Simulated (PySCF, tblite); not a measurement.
**Cl₂H₇NOSi₃, a small molecule taken as a stand-in for a surface group (Si site with back bonds O[SiH3], N[SiH3], Cl): NMR shifts, core binding energies and electronic excitations**

Wanted: the NMR shifts, core binding energies and electronic excitations for `[SiH3]N[Si](Cl)(Cl)O[SiH3]`.

Computed with tblite 0.8.0 and PySCF 2.14.0; each step states its level. No surroundings beyond the atoms listed, unless a continuum is named. Atoms count from 0, parts from 1.

### 1 The system as given

14 atoms, charge 0, multiplicity 1; geometry: distance geometry start.

### 2 Geometry optimisation with GFN2-xTB

Job settings and geometry (Å):

```
{"job": {"kind": "relax", "xc": "GFN2-xTB", "basis": "xTB"}, "charge": 0, "multiplicity": 1}
Si     0.538796     0.492168    -0.442494
O     -0.839557     0.580133    -1.536292
Si    -1.343063    -0.678813    -2.694493
N      0.475533    -1.083420     0.468415
Si     1.530976    -2.421828    -0.132717
Cl     2.337352     0.554754    -1.600226
Cl     0.491799     2.139865     0.899921
H     -0.361740    -0.757452    -3.751605
H     -1.374579    -1.944995    -2.038253
H     -2.595859    -0.390884    -3.242005
H     -0.451502    -1.333670     0.840987
H      1.750449    -2.232434    -1.540120
H      0.879856    -3.666933     0.091538
H      2.755225    -2.402925     0.555542
```

With the program's defaults for keys left out, this is: GFN2-xTB geometry optimisation, gas phase.

On the command line:

```bash
> OMP_NUM_THREADS=1 python cluster_run.py task.json out
```

This one command runs all jobs of the session in turn.

**Question.** The jobs that follow are: PBE0-D3(BJ)/def2-SVP geometry optimisation, gas phase; GIAO PBE0/pcSseg-1 NMR shielding, non-relativistic, gas phase; delta-SCF UKS SCAN, pcX-2 on the ionised atom, pcseg-1 elsewhere, spin-free X2C; TDDFT CAM-B3LYP/def2-SVPD, vertical, gas phase, core orbitals frozen in the response. Predict: point group; rotational constants (main isotopes); 1H shifts against TMS (PBE0/pcSseg-1); 29Si shifts against TMS (PBE0/pcSseg-1); 17O shifts against H2O (PBE0/pcSseg-1); 15N shifts against NH3 (PBE0/pcSseg-1); 35Cl shifts against HCl (PBE0/pcSseg-1); potential on the surface of density 0.002 e/bohr³, 1st and 99th percentile; Cl2p binding energies, SCAN/pcX-2; Si2p binding energies, SCAN/pcX-2 (standing for 1 of 3 atoms); O1s binding energies, SCAN/pcX-2; N1s binding energies, SCAN/pcX-2; lowest singlet (CAM-B3LYP/def2-SVPD); brightest single state of those computed; lowest triplet; vertical ionisation energy (ΔSCF).

The runs gave:

| quantity | value |
| --- | --- |
| point group | C1 |
| rotational constants (main isotopes) | 0.94, 0.81, 0.65 GHz |
| 1H shifts against TMS (PBE0/pcSseg-1) | 5.12, 5.11, 4.95, 4.70, 4.66, 4.52, 0.69 ppm |
| 29Si shifts against TMS (PBE0/pcSseg-1) | -27.7, -34.0, -53.0 ppm |
| 17O shifts against H2O (PBE0/pcSseg-1) | 68.1 ppm |
| 15N shifts against NH3 (PBE0/pcSseg-1) | 36.4 ppm |
| 35Cl shifts against HCl (PBE0/pcSseg-1) | 124, 121 ppm |
| potential on the surface of density 0.002 e/bohr³, 1st and 99th percentile | -0.49 V and 1.90 V |
| Cl2p binding energies, SCAN/pcX-2 | Cl6 206.67, Cl5 206.65 eV |
| Si2p binding energies, SCAN/pcX-2 (standing for 1 of 3 atoms) | Si0 109.25 eV |
| O1s binding energies, SCAN/pcX-2 | O1 538.48 eV |
| N1s binding energies, SCAN/pcX-2 | N3 404.78 eV |
| lowest singlet (CAM-B3LYP/def2-SVPD) | 6.83 eV (182 nm), f = 0.008 |
| brightest single state of those computed | state 4, 7.86 eV, f = 0.029 |
| lowest triplet | 6.47 eV |
| vertical ionisation energy (ΔSCF) | 10.11 eV |

In words: The start of the PBE0/def2-SVP relaxation was shaken at random by about 0.01 Å, so part of the energy gained, and of the first lengths quoted, undoes that. Over 26 steps the energy fell by 0.382 eV; of the close pairs, Si0–Cl5 changed most, 2.000 to 2.058 Å (PBE0/def2-SVP). Hydrogens of an XH3 group are listed apart at this fixed geometry; free rotation makes them one line at their mean. At SCAN/pcX-2: the Cl2p levels computed lie within 0.01 eV of one another, too close to rank. The first singlet state (HOMO→LUMO 0.74, HOMO→LUMO+3 0.14) lies at 6.83 eV and is weak; of the 6 states computed, the strongest absorption comes from state 4 at 7.86 eV. The lowest triplet lies 0.36 eV below the lowest singlet (triplets in Tamm-Dancoff, singlets in full TDDFT). The orbital energy would give 9.46 eV for ionisation, ΔSCF gives 10.11 eV. A capped cluster stands for the solid here, so long-range fields and strain are missing, and bands or shifts of the capping hydrogens have no counterpart in it.
